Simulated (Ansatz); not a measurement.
# CH3Ge (doublet): from Hartree-Fock to the top rungs at a displaced geometry (v1), cc-pVDZ

An exercise on one series of results from a longer session: the logs are not shown, and one member is left open.

Computed with Ansatz 0.2.0, Gaussian basis. Level: cc-pVDZ, core rule «outside noble gas», up to 15 orbitals frozen.

The runs, in order: UHF; CCSD(T) on ROHF; CCSD(T) on UHF; BCCD(T) on ROHF; CISD; CCSDT(Q) on ROHF; CCSDT(Q) on UHF.

16 further runs of the same task are left out: 4 that didn't finish, 12 set aside as unsound or not needed.

## The geometry

The geometry is a PBE0/def2-TZVP stationary point (not a proven minimum) with its atoms shifted at random (size 0.040 Å). No spin-orbit coupling is included. The filled d shell of Ge may be among the frozen orbitals whatever the setting's name suggests; the logs give the count.

5 atoms, charge 0, spin multiplicity 2.

Atoms are counted from 1 here; the program's logs count them from 0.

Bond lengths: Ge1–C2 1.897 Å, Ge1–H3 1.545 Å, C2–H4 1.122 Å, C2–H5 1.125 Å. Angles: C2–Ge1–H3 97.0°, Ge1–C2–H4 120.6°, Ge1–C2–H5 125.1°, H4–C2–H5 108.8°.

Set-up of the first run:

in.yaml

```yaml
crystal:
  periodic: [false, false, false]
  atoms:
    - {symbol: Ge, position_ang: [-0.009440, 0.034132, 0.313703]}
    - {symbol: C, position_ang: [0.050980, -0.076691, -1.579035]}
    - {symbol: H, position_ang: [0.399281, -1.427439, 0.601943]}
    - {symbol: H, position_ang: [-0.455193, -0.921390, -2.117751]}
    - {symbol: H, position_ang: [0.128759, 0.802903, -2.276161]}
basis:
  gaussian: {orbitals: cc-pVDZ}
magnetization: {spin_polarized: true, initial_magnetization: 1}
hamiltonian: {xc: hf}
output: {orbitals: {seedname: orbitals}}
```

Command:

```sh
ansatz run in.yaml --threads 1 --pin off --events-out ev --progress --plain --max-ram 2393MiB
```

Among the steps run: UHF; CCSD(T) on ROHF; CCSD(T) on UHF; BCCD(T) on ROHF; CISD; CCSDT(Q) on ROHF; CCSDT(Q) on UHF.

One table of the session follows, with a row left open; its other results are not shown here.

```
   method  from RCCSDT(Q) (meV)
     ROHF               +6879.5
      UHF               +6574.5
     RMP2               +1430.5
     UMP2               +1406.5
    RCCSD                +282.4
    UCCSD                +281.2
 RCCSD(T)                 +77.4
 UCCSD(T)                 +79.8
  BCCD(T)                 +66.0
   RCCSDT                 +16.9
   UCCSDT                 +15.6
RCCSDT(Q)                     0
UCCSDT(Q)                     ?
```

Q: Estimate the row for UCCSDT(Q) from the others.

The run gave: from RCCSDT(Q) (meV): -2.6. In the column «from RCCSDT(Q) (meV)» it is the lowest.

Not comparable, so not listed: CISD (they don't share determinant, frozen orbitals or solution with the rows shown, or repeat one).

To keep in mind: Warnings: spin contamination; large T1 diagnostic. Restricted and unrestricted rows rest on different reference determinants; where their highest levels disagree by more than a few hundredths of an eV, they describe different states and don't form one ladder.
